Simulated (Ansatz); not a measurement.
# Ti2GeS: the cost of one run

Computed with Ansatz 0.2.0 (DFT PBE, scalar-relativistic, plane waves, PAW, unless a step names another level, unless a step's input says otherwise).

## 1. The starting structure

It takes space group P6_3/mmc (No. 194, hexagonal). Conventional cell: a = 3.507 Å, b = 3.507 Å, c = 12.138 Å, α = 90.00°, β = 90.00°, γ = 120.00°. Around Ti (site symmetry 3m) lie 3 S at 2.41 Å and 3 Ge at 2.66 Å. Ge (site symmetry -6m2) is surrounded by 6 Ti at 2.66 Å. S (site symmetry -3m) has 6 Ti at 2.41 Å in its first shell of neighbours.

As a file:

```cif
data_structure
_symmetry_space_group_name_H-M 'P 1'
_symmetry_Int_Tables_number 1
_cell_length_a 3.5069
_cell_length_b 3.5069
_cell_length_c 12.1377
_cell_angle_alpha 90.000
_cell_angle_beta 90.000
_cell_angle_gamma 120.000
_cell_volume 129.27
loop_
_atom_site_label
_atom_site_type_symbol
_atom_site_fract_x
_atom_site_fract_y
_atom_site_fract_z
_atom_site_occupancy
Ti1 Ti 0.33333 0.66667 0.10822 1
Ti2 Ti 0.66667 0.33333 0.60822 1
Ti3 Ti 0.66667 0.33333 0.89178 1
Ti4 Ti 0.33333 0.66667 0.39178 1
Ge1 Ge 0.33333 0.66667 0.75000 1
Ge2 Ge 0.66667 0.33333 0.25000 1
S1 S 0.00000 0.00000 0.50000 1
S2 S 0.00000 0.00000 0.00000 1
```

It came out lowest among 25 distinct ends of the trial cells. At a tolerance of 0.05 Å it has space group P6_3/mmc (No. 194).

## 2. Tight relaxation for the response runs, on the response runs' mesh and smearing

The input, input.yaml:

```yaml
crystal:
  lattice:
    - [3.5068573217, 0.0, 0.0]
    - [-1.7534286609, 3.0370275281, 0.0]
    - [0.0, 0.0, 12.1376726594]
  atoms:
    - { symbol: Ti, position: [0.3333333333, 0.6666666667, 0.1082168664] }
    - { symbol: Ti, position: [0.6666666667, 0.3333333333, 0.6082168664] }
    - { symbol: Ti, position: [0.6666666667, 0.3333333333, 0.8917831336] }
    - { symbol: Ti, position: [0.3333333333, 0.6666666667, 0.3917831336] }
    - { symbol: Ge, position: [0.3333333333, 0.6666666667, 0.75] }
    - { symbol: Ge, position: [0.6666666667, 0.3333333333, 0.25] }
    - { symbol: S, position: [0.0, 0.0, 0.5] }
    - { symbol: S, position: [0.0, 0.0, 0.0] }
basis:
  ecutwfc: 420
kpoints:
  mp_grid: { grid: [12, 12, 4] }
hamiltonian:
  xc: pbe
scf:
  occupations: { method: gaussian, width: 0.1 }
output:
  forces: true
  stress: true
  eigenvalues: true
relax:
  adjacent_minimum: "off"
  f_tol: 0.001
  max_steps: 60
  cell: { stress_tol: 0.01 }
```

The run is started by

```console
$ ansatz run input.yaml --threads 3 --pin off --max-ram 7680MiB --backend cpu --events-out ev --progress --plain --runs-dir out
```

**Question.** How long does this run take on 3 threads of Intel Xeon 6975P-C (Granite Rapids), shared host, and how much memory does it need?

About 12 s, with a peak of 0.72 GiB.
